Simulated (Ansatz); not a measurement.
# [Ga(OMe)H3]- (CH₆GaO−): the relaxed shape and its frontier levels

Aim: characterise [Ga(OMe)H3]- (CH₆GaO−) as a singlet: its structure, frontier levels and distribution of charge.

Computed with Ansatz 0.2.0, Gaussian basis. Level: RKS PBE0-D4/def2-TZVPD.

Plan: relaxation at PBE0-D4/def2-TZVPD; a search for the lowest solution at PBE0-D4/def2-SVP; a single point at PBE0-D4/def2-TZVPD.

## Step 1: The starting structure

9 atoms, charge -1, spin multiplicity 1.

Atoms are counted from 1 here; the program's logs count them from 0.

Bond lengths: Ga1–O2 1.727 Å, Ga1–H7 1.583 Å, Ga1–H8 1.580 Å, Ga1–H9 1.583 Å, O2–C3 1.410 Å, C3–H4 1.094 Å, C3–H5 1.093 Å, C3–H6 1.094 Å. Angles: O2–Ga1–H7 109.6°, O2–Ga1–H8 109.3°, O2–Ga1–H9 109.5°, H7–Ga1–H8 109.8°, H7–Ga1–H9 109.4°, H8–Ga1–H9 109.2°, Ga1–O2–C3 179.2°, O2–C3–H4 109.9°, O2–C3–H5 109.8°, O2–C3–H6 109.8°, H4–C3–H5 109.0°, H4–C3–H6 109.1°, H5–C3–H6 109.2°.

The ion is computed in the gas phase, without counter-ions or solvent.

The start is a GFN2-xTB (ALPB water) geometry.

## Step 2: Relaxation at PBE0-D4/def2-TZVPD

File in.yaml:

```yaml
crystal:
  periodic: [false, false, false]
  atoms:
    - {symbol: Ga, position_ang: [-0.363320, 0.582600, -1.371720]}
    - {symbol: O, position_ang: [0.053490, -0.063310, 0.174480]}
    - {symbol: C, position_ang: [0.382900, -0.606050, 1.433810]}
    - {symbol: H, position_ang: [-0.032270, -1.613690, 1.524840]}
    - {symbol: H, position_ang: [-0.029430, 0.022240, 2.227480]}
    - {symbol: H, position_ang: [1.470350, -0.656170, 1.543570]}
    - {symbol: H, position_ang: [0.953900, 0.867800, -2.201140]}
    - {symbol: H, position_ang: [-1.173230, 1.924500, -1.175850]}
    - {symbol: H, position_ang: [-1.262390, -0.457930, -2.155480]}
basis:
  gaussian: {orbitals: def2-TZVPD}
total_charge: -1
hamiltonian: {xc: pbe0, dispersion: d4}
scf: {lower_state_search: "off"}
output: {orbitals: {seedname: orbitals}}
relax: {f_tol: 0.02, max_steps: 100}
```

Launch:

```sh
$ ansatz run in.yaml --threads 4 --pin off --events-out ev --progress --plain --max-ram 3916MiB
```

Further steps of the session: Searching for the lowest solution, PBE0-D4/def2-SVP; Single point, PBE0-D4/def2-TZVPD.

**Question.** What will the summary of the whole plan be? Wanted: point group; Ga–O bond; HOMO, LUMO at PBE0-D4/def2-TZVPD.

**Answer**, as computed:

```
                        quantity           value
                     point group              Cs
                       Ga–O bond         1.895 Å
HOMO, LUMO at PBE0-D4/def2-TZVPD  -1.87, 3.91 eV
```

What this shows: The molecule keeps its bonding pattern by the stored test; the atoms moved 0.54 Å (rms), and the angle Ga1–O2–C3 went from 179° to 116°. No usable vibrations, so a minimum isn't proven. The HOMO lies nearest to O2 50 %; H8, H9 about 17 % each and the LUMO to H6 22 %; 5 H atoms about 14 % each. The point group is read from a loosely relaxed geometry; soft torsions can leave it below the true symmetry.
